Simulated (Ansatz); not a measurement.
# CH5BrO2Si: one species, many methods

One table from this session's results is given with a row withheld; the runs are named, their logs left out.

Program: Ansatz 0.2.0, Gaussian basis. Level of theory: functionals in def2-TZVPP, the program's frozen cores in correlated methods. These are calculated values, not measurements.

The runs, in order: LDA (SPW92), PBE-D4, revPBE-D4, BLYP-D4, r2SCAN-D4, B97M-V, PBE0-D4, B3LYP-D4, r2SCANh-D4, r2SCAN0-D4, HSE06-D4, BHLYP-D4, CAM-B3LYP-D4, LC-ωPBE, ωB97X-V, ωB97M-V, B2PLYP, PBE-QIDH; CCSD(T)/def2-SVP; CCSD(T)/def2-TZVPP; MP2/def2-QZVPP; extrapolation to the limit; RPA on PBE.

### The relaxed structure

An earlier PBE0-D4 in a triple-zeta def2 set relaxation fixed the geometry.

SMILES `C[Si](O)(O)Br`, 10 atoms, charge 0, spin multiplicity 1.

Atoms are counted from 1 here; the program's logs count them from 0.

Bond lengths: C1–Si2 1.840 Å, C1–H6 1.091 Å, C1–H7 1.093 Å, C1–H8 1.091 Å, Si2–O3 1.636 Å, Si2–O4 1.627 Å, Si2–Br5 2.244 Å, O3–H9 0.958 Å, O4–H10 0.959 Å. Angles: Si2–C1–H6 110.8°, Si2–C1–H7 109.6°, Si2–C1–H8 110.6°, H6–C1–H7 108.6°, H6–C1–H8 108.6°, H7–C1–H8 108.6°, C1–Si2–O3 113.9°, C1–Si2–O4 107.4°, C1–Si2–Br5 109.5°, O3–Si2–O4 109.4°, O3–Si2–Br5 106.2°, O4–Si2–Br5 110.4°, Si2–O3–H9 117.5°, Si2–O4–H10 117.9°.

Set-up of the first run:

File in.yaml:

```yaml
crystal:
  periodic: [false, false, false]
  atoms:
    - {symbol: C, position_ang: [-0.682252, -1.244973, 0.128722]}
    - {symbol: Si, position_ang: [0.157165, 0.375362, -0.106413]}
    - {symbol: O, position_ang: [1.088589, 0.829849, 1.159104]}
    - {symbol: O, position_ang: [1.079703, 0.256399, -1.441453]}
    - {symbol: Br, position_ang: [-1.381985, 1.988339, -0.359803]}
    - {symbol: H, position_ang: [-1.349870, -1.213086, 0.991388]}
    - {symbol: H, position_ang: [0.065750, -2.024303, 0.294363]}
    - {symbol: H, position_ang: [-1.267341, -1.505792, -0.754837]}
    - {symbol: H, position_ang: [0.731010, 1.487185, 1.757318]}
    - {symbol: H, position_ang: [1.642233, 0.999919, -1.665491]}
basis:
  gaussian: {orbitals: def2-TZVPP}
hamiltonian: {xc: lda}
output: {orbitals: {seedname: orbitals}}
```

Started as:

```sh
ansatz run in.yaml --threads 2 --pin off --events-out ev --progress --plain --max-ram 22528MiB --backend cpu
```

Among the steps run: LDA; PBE-D4 (GGA); revPBE-D4 (GGA); BLYP-D4 (GGA); r2SCAN-D4 (meta-GGA); B97M-V (meta-GGA); PBE0-D4 (hybrid); B3LYP-D4 (hybrid); r2SCANh-D4 (hybrid); r2SCAN0-D4 (hybrid); HSE06-D4 (hybrid); BHLYP-D4 (hybrid); CAM-B3LYP-D4 (range-separated); LC-ωPBE (range-separated); ωB97X-V (range-separated); ωB97M-V (range-separated); B2PLYP (double hybrid); PBE-QIDH (double hybrid).

One table of the session follows, with a row left open; its other results are not shown here.

It belongs to the step «Frontier levels by functional». 

```
  functional  HOMO (eV)  LUMO (eV)  gap (eV)
 LDA (SPW92)      -7.23      -0.47      6.76
      PBE-D4      -7.06      -0.29      6.77
   revPBE-D4          ?          ?         ?
     BLYP-D4      -6.90      -0.32      6.58
   r2SCAN-D4      -7.42       0.37      7.79
      B97M-V      -7.48      -0.01      7.47
     PBE0-D4      -8.41       0.59      9.00
    B3LYP-D4      -8.14       0.22      8.36
  r2SCANh-D4      -7.91       0.64      8.55
  r2SCAN0-D4      -8.64       1.02      9.66
    HSE06-D4      -8.00       0.22      8.23
    BHLYP-D4      -9.58       1.24     10.81
CAM-B3LYP-D4      -9.76       1.36     11.11
     LC-ωPBE     -11.17       2.72     13.88
     ωB97X-V     -10.80       2.48     13.28
     ωB97M-V     -10.65       2.05     12.70
```

Q: Estimate the row for revPBE-D4 from the others.

The run gave: HOMO (eV): -7.00; LUMO (eV): -0.19; gap (eV): 6.80. In the column «HOMO (eV)» it lies between PBE-D4 (-7.06) and BLYP-D4 (-6.90).
